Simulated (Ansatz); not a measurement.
Working through a scan of one input key of Cu3Rh, space group I4/mmm

Program: Ansatz 0.2.0, Python API.

Run as a notebook:

```python
import warnings

import ansatz as az
```

```python
FILLING = "gaussian"
WIDTH_EV = 0.15
```

```python
warnings.simplefilter("ignore", az.DeckWarning)
```

```python
lattice = az.Lattice.of(
    [-1.837387, 1.837387, 3.600628],
    [1.837387, -1.837387, 3.600628],
    [1.837387, 1.837387, -3.600628],
)
sites = [
    ("Cu", [0.75, 0.25, 0.5]),
    ("Cu", [0.25, 0.75, 0.5]),
    ("Cu", [0.5, 0.5, 0.0]),
    ("Rh", [0.0, 0.0, 0.0]),
]
cell = az.Crystal(lattice=lattice)
for symbol, position in sites:
    cell = cell.atom(symbol, position)
```

```python
[site.symbol for site in cell.resolved().sites]
```

    ['Cu', 'Cu', 'Cu', 'Rh']

```python
model = (
    cell.calculation()
    .kpoints(10, center="gamma")
    .basis(48 * az.Ry)
    .occupations(FILLING, width=WIDTH_EV)
    .functional(az.Functional.R2SCAN)
    .band_table()
)
typed = model.input()
rows = []
for value in [0.0001, 1e-06, 1e-08]:
    edited = typed.set(az.key.scf.convergence.dr2_threshold, value)
    r = az.Session.from_dict(edited).plan().execute().report
    rows.append((value, r["free_energy_ev"], r["n_iterations"], len(r["eigenvalues_ev"][0]) if "eigenvalues_ev" in r else 0))
for row in rows:
    print("; ".join(f"{name} = {round(v, 4) if isinstance(v, float) else v}" for name, v in zip(["threshold eV", "F eV", "iterations", "bands listed"], row)))
print(edited.to_yaml())
```

    threshold eV = 0.0001; F eV = -26308.843; iterations = 7; bands listed = 45
    threshold eV = 0.0; F eV = -26308.843; iterations = 9; bands listed = 45
    threshold eV = 0.0; F eV = -26308.843; iterations = 13; bands listed = 45
    crystal:
      lattice:
        - [-1.837387, 1.837387, 3.600628]
        - [1.837387, -1.837387, 3.600628]
        - [1.837387, 1.837387, -3.600628]
      atoms:
        - { symbol: Cu, position: [0.75, 0.25, 0.5] }
        - { symbol: Cu, position: [0.25, 0.75, 0.5] }
        - { symbol: Cu, position: [0.5, 0.5, 0.0] }
        - { symbol: Rh, position: [0.0, 0.0, 0.0] }
    basis:
      ecutwfc: 653.073269903712
    kpoints:
      mp_grid:
        grid: [10, 10, 10]
        shift: [0.0, 0.0, 0.0]
    hamiltonian:
      xc: r2scan
    scf:
      occupations:
        method: gaussian
        width: 0.15
      convergence:
        dr2_threshold: 1.0e-08
    output:
      eigenvalues: true

Reading the output:
- Total energies depend on the potentials; only differences at equal settings carry meaning. A total without «per atom» is that of the whole cell that was run.
- No spin polarisation was allowed.
- The structure comes from a database of computed cells and needn't be a stable or known phase.
- The script silences the warnings on its input, which a real study should read.
- Run time: 2.3 min on 1 thread of Arm Neoverse V2 (shared host), peak memory 0.81 GiB.
